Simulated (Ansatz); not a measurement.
**C2H7NSn: one species, many methods**

The task here is to estimate one member of a computed series from the others.

Program: Ansatz 0.2.0, Gaussian basis. Level of theory: functionals in def2-TZVPP, the program's frozen cores in correlated methods. These are calculated values, not measurements.

Levels to be run: PBE-D4, r2SCAN-D4, PBE0-D4, B3LYP-D4, ωB97X-V, ωB97M-V, B2PLYP; CCSD(T)/def2-TZVPP; MP2/def2-QZVPP; extrapolation to the limit.

## The relaxed structure

All runs share one geometry, relaxed beforehand with PBE0-D4 in a triple-zeta def2 set. Sn takes the def2 core potential; no spin-orbit term is included.

SMILES `N/C=[CH]/[SnH3]`, 11 atoms, charge 0, spin multiplicity 1.

Atoms are counted from 1 here; the program's logs count them from 0.

Bond lengths: N1–C2 1.374 Å, N1–H5 1.007 Å, N1–H6 1.005 Å, C2–C3 1.339 Å, C2–H7 1.089 Å, C3–Sn4 2.101 Å, C3–H8 1.088 Å, Sn4–H9 1.712 Å, Sn4–H10 1.712 Å, Sn4–H11 1.711 Å. Angles: C2–N1–H5 116.9°, C2–N1–H6 117.1°, H5–N1–H6 114.1°, N1–C2–C3 126.7°, N1–C2–H7 112.8°, C3–C2–H7 120.5°, C2–C3–Sn4 121.6°, C2–C3–H8 118.8°, Sn4–C3–H8 119.5°, C3–Sn4–H9 111.5°, C3–Sn4–H10 111.9°, C3–Sn4–H11 107.5°, H9–Sn4–H10 107.4°, H9–Sn4–H11 109.3°, H10–Sn4–H11 109.2°.

The first run:

in.yaml reads:

```yaml
crystal:
  periodic: [false, false, false]
  atoms:
    - {symbol: N, position_ang: [-0.073872, 2.307531, -0.229230]}
    - {symbol: C, position_ang: [0.159854, 1.002695, 0.133146]}
    - {symbol: C, position_ang: [-0.360734, -0.091656, -0.437002]}
    - {symbol: Sn, position_ang: [0.206576, -2.022789, 0.163881]}
    - {symbol: H, position_ang: [-0.871485, 2.480245, -0.818874]}
    - {symbol: H, position_ang: [0.077618, 3.011868, 0.471612]}
    - {symbol: H, position_ang: [0.885585, 0.912652, 0.939461]}
    - {symbol: H, position_ang: [-1.082770, 0.029287, -1.242140]}
    - {symbol: H, position_ang: [-1.141594, -2.935810, 0.693754]}
    - {symbol: H, position_ang: [0.948663, -2.895256, -1.108830]}
    - {symbol: H, position_ang: [1.317657, -1.855768, 1.454821]}
basis:
  gaussian: {orbitals: def2-TZVPP}
hamiltonian: {xc: pbe, dispersion: d4}
output: {forces: true, orbitals: {seedname: orbitals}}
```

Launch:

```bash
ansatz run in.yaml --threads 4 --pin off --events-out ev --progress --plain --max-ram 10444MiB
```

Among the steps run: PBE-D4 (GGA); r2SCAN-D4 (meta-GGA); PBE0-D4 (hybrid); B3LYP-D4 (hybrid); ωB97X-V (range-separated); ωB97M-V (range-separated); B2PLYP (double hybrid); CCSD(T) in def2-TZVPP; MP2 in def2-QZVPP.

One table of the session follows, with a row left open; its other results are not shown here.

It belongs to the step «Atomisation energies». 

| method | atomisation energy (eV) |
| --- | --- |
| PBE-D4 | 38.990 |
| r2SCAN-D4 | 38.197 |
| PBE0-D4 | 38.302 |
| B3LYP-D4 | 38.341 |
| ωB97X-V | 38.461 |
| ωB97M-V | 38.347 |
| B2PLYP | 37.811 |
| HF/def2-TZVPP | 26.895 |
| MP2/def2-TZVPP | 37.391 |
| CCSD/def2-TZVPP | 36.720 |
| CCSD(T)/def2-TZVPP | ? |
| MP2/CBS | 38.402 |
| CCSD(T)/CBS | 38.341 |

Q: Estimate the row for CCSD(T)/def2-TZVPP from the others.

**Answer.** atomisation energy (eV): 37.330. In the column «atomisation energy (eV)» it lies between CCSD/def2-TZVPP (36.720) and MP2/def2-TZVPP (37.391).

Caveats from the session: Free atoms (1 N, 2 C, 1 Sn, 7 H) were run apart at each level; the atomisation energy is their sum less the molecule, without zero-point or spin-orbit terms.
